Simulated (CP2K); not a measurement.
The system is NbSi.

```
Nb Si
1.0
     3.63995    0.00000    0.00000
     1.81997    3.15229    0.00000
     1.81997    1.05076    2.97200
Nb Si
1 1
Direct
  0.00000 0.00000 0.00000
  0.50000 0.50000 0.50000
```

The cell was built by a generator and needn't be a form met in nature.

Base run:

- Program: CP2K 2026.2
- Functional: r2SCAN
- Dispersion: D3(BJ)+ATM
- Potentials or basis: POTENTIAL_UZH Nb GTH-SCAN-q13, Si GTH-SCAN-q4; TZVP-MOLOPT-SCAN-GTH basis
- Density cutoff: 9184 eV
- k mesh: 9 × 9 × 9
- Occupations: fermi-dirac, width 0.05 eV
- Spin: no spin polarisation

Its results: band gap on the k mesh none (metal or under the smearing width); pressure -2.9 GPa.

Q: After a change of settings the same cell gave: band gap on the k mesh none (metal or under the smearing width); pressure -2.0 GPa. Which change was it?
A. dispersion from D3(BJ)+ATM to D4
B. dispersion from D3(BJ)+ATM to none
C. dispersion from D3(BJ)+ATM to D3(BJ)

A: A.

Caveats: the basis of atomic orbitals isn't converged, which shifts pressures, moduli and gaps; pairwise dispersion overbinds metals, which lowers pressure and volume.

Not every run made on this cell is shown here.
